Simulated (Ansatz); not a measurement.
# RbGdS2: the cost of one run

Computed with Ansatz 0.2.0 (DFT PBEsol+U (U_eff = 7 eV on Gd f), plane waves, PAW, no spin–orbit coupling unless a run says so, unless a step's input says otherwise).

### Step 1. The system as given

The structure is trigonal, space group R-3m (No. 166). The conventional cell has a = 4.142 Å, b = 4.142 Å, c = 22.553 Å, α = 90.00°, β = 90.00°, γ = 120.00°. Rb (site symmetry -3m) has 6 S at 3.29 Å as nearest neighbours. Around Gd (site symmetry -3m) lie 6 S at 2.82 Å. S (site symmetry 3m) is surrounded by 3 Gd at 2.82 Å and 3 Rb at 3.29 Å.

Coordinates:

```cif
data_structure
_symmetry_space_group_name_H-M 'P 1'
_symmetry_Int_Tables_number 1
_cell_length_a 7.8887
_cell_length_b 7.8887
_cell_length_c 7.8887
_cell_angle_alpha 30.436
_cell_angle_beta 30.436
_cell_angle_gamma 30.436
_cell_volume 111.67
loop_
_atom_site_label
_atom_site_type_symbol
_atom_site_fract_x
_atom_site_fract_y
_atom_site_fract_z
_atom_site_occupancy
Rb1 Rb 0.50000 0.50000 0.50000 1
Gd1 Gd 0.00000 0.00000 0.00000 1
S1 S 0.26670 0.26670 0.26670 1
S2 S 0.73330 0.73330 0.73330 1
```

Magnetic order typed: ferromagnetic.

An earlier series on this cell reached its lowest free state from «random orbitals: fully mixed, first filling», perhaps among other starts.

### Step 2. From atoms, default search

input.yaml reads:

```yaml
crystal:
  lattice:
    - [2.07075202, 1.19554924, 7.51762003]
    - [-2.07075202, 1.19554924, 7.51762003]
    - [0.0, -2.39109847, 7.51762003]
  atoms:
    - { symbol: Rb, position: [0.5, 0.5, 0.5] }
    - { symbol: Gd, position: [0.0, 0.0, 0.0], spin: 7.0 }
    - { symbol: S, position: [0.2667, 0.2667, 0.2667] }
    - { symbol: S, position: [0.7333, 0.7333, 0.7333] }
basis:
  ecutwfc: 420
  ecutrho_ratio: 4
kpoints:
  mp_grid: { grid: [5, 5, 5] }
hamiltonian:
  xc: pbesol
  hubbard: { sites: [{ site: 1, l: f, u_eff: 7.0 }] }
scf:
  occupations: { method: gaussian, width: 0.05 }
output:
  forces: true
  stress: true
  eigenvalues: true
  populations: true
  hubbard: { sites: [{ site: 1, l: f }] }
  write_density: true
  write_potential: true
  elf: true
  volumetric_format: npy
magnetization:
  spin_polarized: true
```

Launch:

```
ansatz run input.yaml --threads 4 --pin off --max-ram 6144MiB --backend cpu --events-out ev --progress --plain --runs-dir out
```

**Question.** How long does this run take on 4 threads of Arm Neoverse V1, shared host, and how much memory does it need?

About 4.5 s, with a peak of 0.58 GiB.
